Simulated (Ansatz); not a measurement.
Working through a calculation of the elastic constants of Cs, space group I4/mmm

Program: Ansatz's Python interface.

Notebook, run cell by cell (the value of a cell's last expression is shown):

In [1]:
```python
from dataclasses import dataclass
from dataclasses import replace

import ansatz
import numpy as np
```

In [2]:
```python
@dataclass(frozen=True)
class Settings:
    xc: str = "r2SCAN"
    filling: str = "Marzari-Vanderbilt"
    mesh: tuple[int, ...] = (11, 11, 11)
```

In [3]:
```python
settings = Settings()

crystal = (
    ansatz.Lattice.from_parameters(5.500151, 5.500151, 8.194478, alpha=90, beta=90, gamma=90)
    .space_group(139, hermann_mauguin="I4/mmm")
    .atom("Cs", [0.0, 0.0, 0.0])
    .primitive()
)
```

In [4]:
```python
setup = (
    crystal.calculation()
    .functional(settings.xc)
    .occupations(settings.filling, width=100 * ansatz.meV)
    .kpoints(*settings.mesh)
)
# first bring the cell to zero stress
rest = setup.relax(cell=True).run().lattice
relaxed = ansatz.Crystal(lattice=ansatz.Lattice.of(rest.cell_ang))
for site in rest.sites:
    relaxed = relaxed.atom(site.symbol, site.position_frac)
setup = replace(setup, crystal=relaxed)
print("relaxed volume {:.3f} A^3".format(abs(np.linalg.det(rest.cell_ang))))
out = setup.elastic("relaxed_ion", amplitude=0.01).run()
elastic = out.elastic
```
```text
DeckWarning: basis.ecutwfc = 500 eV, auto-derived from the records' recommended cutoffs: set by Cs (their level for a meta-GGA)
relaxed volume 123.948 A^3
```

In [5]:
```python
C = np.asarray(elastic.c_gpa)
for i in range(6):
    for j in range(i, 6):
        if abs(C[i, j]) > 0.05:
            print(f"C{i + 1}{j + 1} = {C[i, j]:.1f} GPa")
print("smallest eigenvalue of C:", round(elastic.stability.min_eigenvalue_gpa, 1), "GPa; tensor positive definite:", elastic.stability.min_eigenvalue_gpa > 0)
# averaged moduli need a positive definite tensor
if elastic.stability.min_eigenvalue_gpa > 0:
    for name, value in elastic.moduli.to_plain().items():
        print(f"{name:14s} {value:9.3f}")
    S = np.linalg.inv(elastic.c_gpa)
    print("Young modulus along x, y, z (GPa):", np.round(1 / np.diag(S)[:3], 1))
    print("linear compressibility along x, y, z (1/TPa):", np.round(1000 * S[:3, :3].sum(axis=1), 2))
```
```text
C11 = 3.5 GPa
C12 = 0.3 GPa
C13 = 1.6 GPa
C22 = 3.5 GPa
C23 = 1.6 GPa
C33 = 2.2 GPa
C44 = 1.0 GPa
C55 = 1.0 GPa
C66 = -0.2 GPa
smallest eigenvalue of C: -0.2 GPa; tensor positive definite: False
```

Notes:
- These metals are very soft, so angles and axial ratios aren't settled by this mesh and stress tolerance.
- This isn't the structure that Cs takes at ambient conditions.
- Warnings are shown shortened and without file and line.
- Shear constants of a metal converge slowly with the k-point mesh and can be wrong in sign on a coarse one; the constants belong to the cell that was strained.
- Run time: 5.8 min on 1 thread of Intel(R) Xeon(R) Platinum 8488C (Sapphire Rapids), on a shared host, peak memory 1.3 GiB.

(A comment or docstring line of the script was reworded after the run, the code is as it ran.)
